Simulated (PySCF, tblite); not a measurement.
**CH₁₁BNSi₃ radical: geometry, infrared bands and EPR parameters**

Aim: predict the infrared bands and EPR parameters of CH₁₁BNSi₃ radical (`[SiH2]N[SiH2]CB[SiH3]`).

Computed with tblite 0.8.0 and PySCF 2.14.0, with density-fitted response routines of our own, on a single molecule in the gas phase. Atoms are numbered from 0 throughout.

## Step 1: Starting geometry

17 atoms, charge 0, multiplicity 2; geometry from: force field or distance geometry start.

Bonds of the start (Å): Si0–N1 1.80, N1–Si2 1.77, Si2–C3 1.88, C3–B4 1.61, B4–Si5 1.96, Si0–H6 1.48, Si0–H7 1.49, N1–H8 1.03, Si2–H9 1.47, Si2–H10 1.47, C3–H11 1.10, C3–H12 1.11, B4–H13 1.18, Si5–H14 1.47, Si5–H15 1.47, Si5–H16 1.48.

## Step 2: Optimising the geometry with GFN2-xTB

Job settings and geometry (Å):

```
{"job": {"kind": "relax", "xc": "GFN2-xTB", "basis": "xTB"}, "charge": 0, "multiplicity": 2}
Si     3.523500     0.016800     0.859300
N      1.750800    -0.173300     1.137800
Si     1.035900    -1.244200    -0.074500
C     -0.457700    -0.383600    -0.812700
B     -1.699700    -0.377200     0.206400
Si    -2.973200     1.072400    -0.130700
H      3.787800     0.404000    -0.539400
H      4.012800     1.128800     1.715700
H      1.264900     0.720000     1.269100
H      2.014300    -1.412700    -1.154900
H      0.635600    -2.531900     0.522000
H     -0.765200    -0.866000    -1.754300
H     -0.187300     0.688400    -0.922100
H     -2.205200    -1.386700     0.563600
H     -3.291900     1.201300    -1.563700
H     -4.183300     0.846500     0.675400
H     -2.269000     2.309600     0.291900
```

Started as:

```console
OMP_NUM_THREADS=1 python probes_run.py task.json out
```

One launch serves the whole session: the jobs run in the order shown.

Output:

```text
step      E/eV     max force
  0    -462.94391    1.897
  1    -463.10880    1.505
  2    -463.31787    1.009
  3    -463.37279    0.693
  4    -463.44202    0.406
  5    -463.46294    0.412
  6    -463.50545    0.379
  7    -463.53231    0.366
  8    -463.56215    0.375
  9    -463.58558    0.385
 10    -463.60779    0.273
 11    -463.62276    0.246
 12    -463.63219    0.235
 13    -463.63941    0.233
 14    -463.64671    0.190
 15    -463.65654    0.296
 16    -463.66932    0.298
 17    -463.68202    0.354
 18    -463.69193    0.347
 19    -463.69825    0.324
 20    -463.70269    0.175
 21    -463.70619    0.210
 22    -463.71008    0.167
 23    -463.71351    0.207
 24    -463.71663    0.180
 25    -463.71868    0.129
 26    -463.72047    0.151
 27    -463.72234    0.134
 28    -463.72427    0.113
 29    -463.72599    0.096
 30    -463.72738    0.109
 31    -463.72862    0.107
 32    -463.72989    0.102
 33    -463.73109    0.092
 34    -463.73218    0.077
 35    -463.73337    0.097
 36    -463.73492    0.118
 37    -463.73696    0.132
 38    -463.73916    0.088
 39    -463.74106    0.097
 40    -463.74296    0.113
 41    -463.74561    0.174
 42    -463.74919    0.194
 43    -463.75295    0.152
 44    -463.75578    0.096
 45    -463.75758    0.087
 46    -463.75911    0.110
 47    -463.76108    0.112
 48    -463.76342    0.121
 49    -463.76584    0.138
 50    -463.76817    0.151
 51    -463.77076    0.158
 52    -463.77339    0.126
 53    -463.77627    0.135
 54    -463.77865    0.153
 55    -463.78174    0.163
 56    -463.78488    0.146
 57    -463.78792    0.097
 58    -463.79059    0.120
 59    -463.79392    0.156
 60    -463.79802    0.245
 61    -463.80454    0.317
 62    -463.81052    0.268
 63    -463.81925    0.237
 64    -463.82406    0.223
 65    -463.83453    0.351
 66    -463.84300    0.415
 67    -463.85526    0.338
 68    -463.86894    0.303
 69    -463.88227    0.322
 70    -463.89674    0.372
 71    -463.90443    0.370
 72    -463.90002    0.689
 73    -463.91280    0.350
 74    -463.91620    0.146
 75    -463.92040    0.203
 76    -463.93115    0.335
 77    -463.93537    0.157
 78    -463.93746    0.109
 79    -463.93834    0.114
 80    -463.93923    0.088
 81    -463.93999    0.079
 82    -463.94098    0.046
 83    -463.94138    0.055
 84    -463.94201    0.058
 85    -463.94247    0.044
 86    -463.94292    0.049
 87    -463.94326    0.039
 88    -463.94352    0.039
 89    -463.94371    0.035
 90    -463.94390    0.034
 91    -463.94410    0.031
 92    -463.94432    0.035
 93    -463.94455    0.042
 94    -463.94484    0.047
 95    -463.94517    0.059
 96    -463.94551    0.044
 97    -463.94579    0.047
 98    -463.94604    0.045
 99    -463.94634    0.061
100    -463.94673    0.076
101    -463.94714    0.057
102    -463.94748    0.064
103    -463.94777    0.065
104    -463.94807    0.056
105    -463.94843    0.063
106    -463.94878    0.042
107    -463.94901    0.055
108    -463.94914    0.025
109    -463.94926    0.032
110    -463.94941    0.027
111    -463.94954    0.037
112    -463.94973    0.049
113    -463.94997    0.066
114    -463.95034    0.082
115    -463.95086    0.098
116    -463.95159    0.089
117    -463.95249    0.078
118    -463.95341    0.063
119    -463.95407    0.055
120    -463.95446    0.143
121    -463.95434    0.117
122    -463.95526    0.052
123    -463.95574    0.063
124    -463.95763    0.110
125    -463.95893    0.089
126    -463.96000    0.062
127    -463.96098    0.055
128    -463.96145    0.048
129    -463.96189    0.053
130    -463.96223    0.057
131    -463.96253    0.059
132    -463.96289    0.048
133    -463.96334    0.048
134    -463.96379    0.041
135    -463.96420    0.037
136    -463.96447    0.037
137    -463.96466    0.039
138    -463.96485    0.040
139    -463.96505    0.041
140    -463.96524    0.027
141    -463.96536    0.039
142    -463.96545    0.032
143    -463.96554    0.025
144    -463.96571    0.025
145    -463.96584    0.023
146    -463.96596    0.019
147    -463.96606    0.039
148    -463.96615    0.024
149    -463.96625    0.022
150    -463.96636    0.023
151    -463.96647    0.020
152    -463.96659    0.029
153    -463.96674    0.032
154    -463.96691    0.035
155    -463.96714    0.040
156    -463.96738    0.042
157    -463.96773    0.043
158    -463.96801    0.047
159    -463.96837    0.031
160    -463.96857    0.035
161    -463.96873    0.038
162    -463.96888    0.039
163    -463.96902    0.036
164    -463.96917    0.034
165    -463.96942    0.034
166    -463.96969    0.051
167    -463.97005    0.060
168    -463.97038    0.064
169    -463.97047    0.065
170    -463.97089    0.073
171    -463.97117    0.051
172    -463.97174    0.050
173    -463.97263    0.108
174    -463.97341    0.109
175    -463.97422    0.104
176    -463.97512    0.103
177    -463.97561    0.071
178    -463.97619    0.054
179    -463.97699    0.043
180    -463.97723    0.036
181    -463.97754    0.029
182    -463.97771    0.031
183    -463.97785    0.032
184    -463.97794    0.021
185    -463.97800    0.022
186    -463.97812    0.024
187    -463.97828    0.038
188    -463.97847    0.041
189    -463.97864    0.034
190    -463.97876    0.022
191    -463.97886    0.016
192    -463.97892    0.016
193    -463.97897    0.017
194    -463.97899    0.011
195    -463.97901    0.010
```

It took 1.4 s on 1 thread of Arm Neoverse V2, shared host.

Step by step: (not every step is listed)

| step | energy from step 0 (eV) | largest force (eV/Å) |
| --- | --- | --- |
| 0 | 0.0000 | 1.8968 |
| 1 | -0.1649 | 1.5050 |
| 2 | -0.3740 | 1.0089 |
| 3 | -0.4289 | 0.6927 |
| 4 | -0.4981 | 0.4059 |
| 5 | -0.5190 | 0.4117 |
| 6 | -0.5615 | 0.3786 |
| 7 | -0.5884 | 0.3657 |
| 8 | -0.6182 | 0.3754 |
| 26 | -0.7766 | 0.1509 |
| 44 | -0.8119 | 0.0964 |
| 62 | -0.8666 | 0.2677 |
| 80 | -0.9953 | 0.0881 |
| 98 | -1.0021 | 0.0454 |
| 116 | -1.0077 | 0.0890 |
| 134 | -1.0199 | 0.0412 |
| 152 | -1.0227 | 0.0294 |
| 170 | -1.0270 | 0.0733 |
| 188 | -1.0346 | 0.0410 |
| 190 | -1.0349 | 0.0220 |
| 191 | -1.0349 | 0.0164 |
| 192 | -1.0350 | 0.0156 |
| 193 | -1.0351 | 0.0168 |
| 194 | -1.0351 | 0.0114 |
| 195 | -1.0351 | 0.0099 |

Close pairs (by a distance rule), those that changed most:

| bond | before (Å) | after (Å) | change (Å) |
| --- | --- | --- | --- |
| Si0–N1 | 1.804 | 1.737 | -0.068 |
| C3–B4 | 1.607 | 1.542 | -0.065 |
| N1–Si2 | 1.768 | 1.724 | -0.045 |
| Si2–C3 | 1.875 | 1.919 | +0.044 |
| Si0–H7 | 1.486 | 1.461 | -0.025 |
| C3–H12 | 1.111 | 1.090 | -0.021 |
| Si0–H6 | 1.475 | 1.455 | -0.020 |
| N1–H8 | 1.025 | 1.007 | -0.018 |

The next job starts from the end point, and lists it.

## Step 3: Infrared spectrum with GFN2-xTB

Job settings and geometry (Å):

```
{"job": {"kind": "ir", "xc": "GFN2-xTB", "basis": "xTB"}, "charge": 0, "multiplicity": 2}
Si     2.552783     0.598166     1.700242
N      1.273681     0.314193     0.559992
Si     1.020566    -1.052420    -0.459472
C     -0.621459    -0.809631    -1.422584
B     -1.724883    -0.646597    -0.358283
Si    -2.255664     1.113834     0.314043
H      3.315864    -0.634287     1.831557
H      3.339097     1.754341     1.276613
H      0.642746     1.089707     0.435692
H      2.103064    -1.181397    -1.449685
H      0.992360    -2.262242     0.369274
H     -0.709761    -1.697670    -2.046873
H     -0.469935     0.046142    -2.080114
H     -2.213115    -1.629840     0.069230
H     -3.642036     1.491163    -0.014520
H     -2.152567     1.273751     1.776660
H     -1.457739     2.244816    -0.212760
```

Output:

```text
mode    cm-1     km/mol
  1      24.2      1.24
  2      35.8      0.10
  3      52.9      0.11
  4      75.2      0.05
  5      91.9      0.55
  6     129.1      1.09
  7     185.1      2.79
  8     220.6      1.98
  9     260.0      3.94
 10     320.9     64.93
 11     418.2     47.03
 12     483.0      2.47
 13     506.6    108.96
 14     534.8     39.40
 15     587.4      5.68
 16     598.7     84.38
 17     631.7      4.38
 18     657.0     32.33
 19     689.9     49.57
 20     721.8     82.14
 21     724.2    461.39
 22     755.6     40.30
 23     801.3    251.18
 24     813.5    167.03
 25     824.6    211.01
 26     840.4    288.41
 27     850.3    151.31
 28     958.1     37.48
 29     980.7    285.62
 30    1066.4     90.63
 31    1087.6     63.51
 32    1165.0     64.54
 33    1187.4    281.61
 34    1484.8      0.69
 35    2114.0    387.49
 36    2166.5    327.28
 37    2175.3    557.86
 38    2177.1    250.28
 39    2237.4    138.79
 40    2257.1    379.78
 41    2312.0    420.28
 42    2577.9    156.16
 43    2972.9     56.09
 44    2988.0     35.27
 45    3470.9      4.29
```

It took 0.62 s on 1 thread of Arm Neoverse V2, shared host.

Which atoms move in the most intense modes:

| cm⁻¹ | km/mol | atoms |
| --- | --- | --- |
| 724 | 461.4 | H10 24 %, H9 22 %, N1 21 % |
| 840 | 288.4 | H16 42 %, H15 30 %, H14 20 % |
| 981 | 285.6 | N1 49 %, H8 24 %, Si2 12 % |
| 2114 | 387.5 | H16 95 % |
| 2166 | 327.3 | H15 84 % |
| 2175 | 557.9 | H9 80 % |
| 2257 | 379.8 | H7 94 % |
| 2312 | 420.3 | H6 95 % |

## Step 4: g tensor and hyperfine couplings: B3LYP/pcH-1

Settings changed since step 3:

```diff
@@ -1,2 +1,2 @@
-{"job": {"kind": "ir", "xc": "GFN2-xTB", "basis": "xTB"}, "charge": 0, "multiplicity": 2}
+{"job": {"kind": "epr", "basis": "pcH-1"}, "charge": 0, "multiplicity": 2}
 Si     2.552783     0.598166     1.700242
```

Level: UKS B3LYP, pcH-1 on B C H N Si, non-relativistic, mean-field spin-orbit, GIAO.

Output:

```text
UKS, coarse grid
  cycle   1  E = -992.75045003  |g| = 4.42e-01
  cycle   2  E = -992.64442164  |g| = 6.37e-01
  cycle   3  E = -992.82742827  |g| = 1.07e-01
  cycle   4  E = -992.83218214  |g| = 3.61e-02
  cycle   5  E = -992.83281497  |g| = 1.05e-02
  cycle   6  E = -992.83287140  |g| = 2.29e-03
  cycle   7  E = -992.83287683  |g| = 7.33e-04
UKS, final grid
  cycle   1  E = -992.83288552  |g| = 8.16e-04
  cycle   2  E = -992.83288526  |g| = 1.15e-03
  cycle   3  E = -992.83288590  |g| = 1.58e-04
  cycle   4  E = -992.83288591  |g| = 3.77e-05
  cycle   5  E = -992.83288591  |g| = 1.36e-05
E = -992.83288591 Eh   <S^2> = 0.7514 (exact 0.7500)
g shifts (ppm)      1          2          3
  rmc          -139       -139       -139
  gc             19         54         42
  oz_so         -62        231       1714
  total        -183        146       1618
hyperfine (MHz)  atom isotope    a_iso     a_fc   dipolar eigenvalues
    0  29Si    -530.74    -531.72   -154.15     75.52     78.62
    1   14N      10.88      10.86     -5.40     -5.16     10.55
    2  29Si     -20.92     -20.93     -3.39      1.49      1.89
    3   13C       0.83       0.83     -0.32     -0.21      0.53
    4   11B       0.34       0.34     -0.44     -0.32      0.76
    5  29Si       0.52       0.52     -0.23      0.07      0.16
    6    1H      42.24      42.23     -8.68      0.04      8.64
    7    1H     112.03     112.02     -8.61      1.20      7.41
    8    1H      -1.16      -1.19     -6.56     -3.97     10.53
    9    1H       6.53       6.52     -1.45     -1.01      2.47
   10    1H       4.07       4.07     -1.44     -1.07      2.51
   11    1H      -0.31      -0.31     -0.58     -0.38      0.96
   12    1H       0.93       0.93     -0.76     -0.72      1.48
   13    1H      -0.20      -0.20     -0.60     -0.44      1.04
   14    1H       0.85       0.85     -0.33     -0.28      0.61
   15    1H       0.34       0.34     -0.86     -0.71      1.58
   16    1H      -0.07      -0.07     -0.77     -0.66      1.43
```

Wall time 1.8 min (1 thread of Arm Neoverse V2, shared host); peak memory 0.97 GiB.

Principal g values 2.00214, 2.00247, 2.00394; g(iso) = 2.00285, against 2.00232 for a free electron.

Mean a(iso) over the nuclei that a row names, and the largest dipolar term of the row (other rows stand at the frozen geometry):

| nuclei | isotope | a(iso) (MHz) | a(iso) (G, at g = 2.0023) | largest dipolar term (MHz) |
| --- | --- | --- | --- | --- |
| Si0 | 29Si | -530.7 | -189.4 | -154.1 |
| H6, H7 | 1H | 77.1 | 27.5 | -8.7 |
| Si2 | 29Si | -20.9 | -7.5 | -3.4 |
| N1 | 14N | 10.9 | 3.9 | 10.6 |
| H9, H10 | 1H | 5.3 | 1.9 | 2.5 |
| H8 | 1H | -1.2 | -0.4 | 10.5 |
| C3 | 13C | 0.8 | 0.3 | 0.5 |
| Si5 | 29Si | 0.5 | 0.2 | -0.2 |
| H14, H15, H16 | 1H | 0.4 | 0.1 | 1.6 |
| B4 | 11B | 0.3 | 0.1 | 0.8 |
| H11, H12 | 1H | 0.3 | 0.1 | 1.5 |
| H13 | 1H | -0.2 | -0.1 | 1.0 |

Mulliken spin populations:

Si0 0.86; N1 0.07; Si2 0.01; C3 0.00; B4 0.01; Si5 0.00; H6 0.01; H7 0.04; H8 0.00; H9 0.01; H10 0.00; H11 0.00; H12 0.00; H13 0.00; H14 0.00; H15 0.00; H16 0.00

In first order the couplings over 0.8 MHz of 1H, 14N give 54 distinct lines over 67.0 G, if the averaged nuclei exchange fast; the same motion can average rows kept apart here too.

The fields below are evaluated on a grid from the run's orbitals.

ELF in a plane through or near 5 of the atoms.

Ten even steps from '0' (0.00) to '9' (1.00):
```
0000000000000000000000000000
0000000000000000000000000000
0000000000000000000000000000
0000001344300000000000000000
0000013677510000122100110000
0000147776400000355327985000
0000146213301000442169999100
0000131761657600218659999200
0001365107748600515349999100
0003688336647201899855663000
0003687114786212568841110000
0000221001132377720110000000
0000000023175487884100000000
0000000146511566642100000000
0000000134421248851000000000
0000000011100049971000000000
0000000000000017740000000000
0000000000000000000000000000
0000000000000000000000000000
0000000000000000000000000000
```
The map spans 12.6 Å across and 10.3 Å up, centred on the molecule. Atoms in the plane (x, y in Å): Si0 (-2.8, 1.4), N1 (-1.3, 0.5), Si2 (-1.0, -1.2), Si5 (2.2, 1.2), H14 (3.7, 1.4).

log10 of the density (e/Å³) in the same plane.

Ten even steps from '0' (-4.0) to '9' (2.1):
```
0000000000000000000000000000
0000000000000000000000000000
0000011121110000111110000000
0001122333221112222221110000
0002234444332122344333221000
0012345555433233455544432100
0012455665544334555555543210
0013455886665544569866653210
0123455666776544568765543210
0123445556776544566554432100
0013344445666545666543322100
0012233345577556665543211000
0001122345688666665432100000
0000012345555556654431100000
0000012344554455554321000000
0000001233333345543210000000
0000000112222233332100000000
0000000001111112211000000000
0000000000000000000000000000
0000000000000000000000000000
```
The map spans 12.6 Å across and 10.3 Å up, centred on the molecule. Atoms in the plane (x, y in Å): Si0 (-2.8, 1.4), N1 (-1.3, 0.5), Si2 (-1.0, -1.2), Si5 (2.2, 1.2), H14 (3.7, 1.4).

On the surface of density 0.002 e/bohr³ the electrostatic potential runs, from the 1st to the 99th percentile, from -0.14 V near N1 to 1.41 V near H8.

The spin density lies nearest to Si0 63 %; H7 13 %; N1 9 %; H6 9 %.

## Step 5: Outcome

| quantity | value |
| --- | --- |
| strongest single infrared mode (GFN2-xTB) | 2175 cm⁻¹, 558 km/mol |
| zero-point energy (GFN2-xTB) | 68.9 kcal/mol |
| g(iso) (B3LYP) | 2.00285 |
| ⟨S²⟩ | 0.751 (exact 0.75) |
| largest a(iso) (averaged by class) | 29Si on Si0, -530.7 MHz |
| potential on the surface of density 0.002 e/bohr³, 1st and 99th percentile | -0.14 V and 1.41 V |

**Reading.** Relaxing lowered the energy by 1.035 eV in 195 steps; the close pair that moved most is Si0–N1, from 1.804 to 1.737 Å. No mode is imaginary among the 45: a minimum at this level. Unscaled tight-binding wavenumbers are off by several per cent, some by more. Its intensities can rank the bands wrongly. Most of the unpaired spin sits on Si0 (0.86 e). The isotropic g lies 0.5 ppt above the free-electron value. These values are for one conformer; the search (at its own cheap level) found 2 more, at 0.58, 1.35 kcal/mol, and measured spectra average over such forms.
